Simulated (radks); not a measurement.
# S⁸⁺ in [He] 2s2 2p4: an all-electron calculation

Wanted: eigenvalues, radial structure and energy terms of the sulfur ion S8+.

Method: scalar-relativistic Kohn-Sham, BLYP, spin-unpolarised, spherical densities, finite nucleus. Code: radks (a radial shooting solver on a logarithmic mesh, Libxc functionals) version 1.

## (1) What is computed

```
element            : sulfur (Z = 16)
charge             : +8
electrons          : 8
configuration      : [He] 2s2 2p4
nuclear rms radius : 3.2611 fm
```

The outer shells:

S⁸⁺
```
[He] core
2s [↑↓]
2p [↑↓][↑ ][↑ ]
```

## (2) The run

The run's settings:

```text
Z 16
configuration [He] 2s2 2p4 3s0 3p0
relativity scalar-relativistic
functional b88,lyp
spin unpolarised
nucleus finite rms 3.2611 fm
c 137.035999084
```

Q: Predict the outcome of this run.

**Answer**, as computed:

| quantity | value |
| --- | --- |
| total energy | -366.43745 hartree |
| exchange-correlation share of it | 5.39 % |
| −T/E | 1.0046 |
| highest occupied level | 2p, -359.78 eV |
| most extended occupied level | 2s, <r> = 0.452 bohr |
| radius at density 0.001 e/bohr³ | 1.38 bohr |
| maxima of the radial density | 2 |
| ionisation energy, NIST | 379.8 (semi-emp.) eV |

What this shows: 2 principal shells are occupied and 2 maxima appear in the radial density. Relativity lifts −T/E to 1.005. Minus the highest eigenvalue, 359.78 eV, is 95 % of the tabulated ionisation energy (379.8 eV). Spin polarisation and multiplet splitting are left out.
